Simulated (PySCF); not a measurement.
# CH3FO2Si: the cost of one run

The runs use PySCF 2.14.0, with density-fitted response routines of our own; the level of theory stands in each step. All values are computed, except where a source is named. Atoms are numbered from 0 throughout.

## 1. The starting structure

8 atoms, charge 0, multiplicity 1; geometry from: GFN2-xTB. The atoms were then displaced at random by about 0.01 Å, so the start is not that level's minimum.

Bonds of the start (Å): O0–C1 1.21, C1–O2 1.33, O2–Si3 1.60, Si3–F4 1.61, C1–H5 1.11, Si3–H6 1.46, Si3–H7 1.45.

## 2. Optimising the geometry at PBE0-D3(BJ)/def2-SVP

Job settings and geometry (Å):

```
{"job": {"xc": "PBE0", "basis": "def2-SVP", "d3": "d3bj", "grid": 1, "shake": 0.01, "kind": "geom"}, "charge": 0, "multiplicity": 1}
O      1.696170    -1.034810    -0.543140
C      1.509480     0.084470    -0.114050
O      0.336240     0.619040     0.192200
Si    -1.096730    -0.091910     0.062810
F     -2.029810     1.100830     0.602650
H      2.331920     0.805120     0.081540
H     -1.239240    -1.199830     0.995160
H     -1.452910    -0.302040    -1.329630
```

The run is started by

```
$ OMP_NUM_THREADS=1 python probes_run.py task.json out
```

The driver reads the jobs from task.json and runs them one after another.

Q: Estimate the wall time and peak memory of this first job on 1 thread of Arm Neoverse V1, shared host.

About 25 s, with a peak of 0.38 GiB.
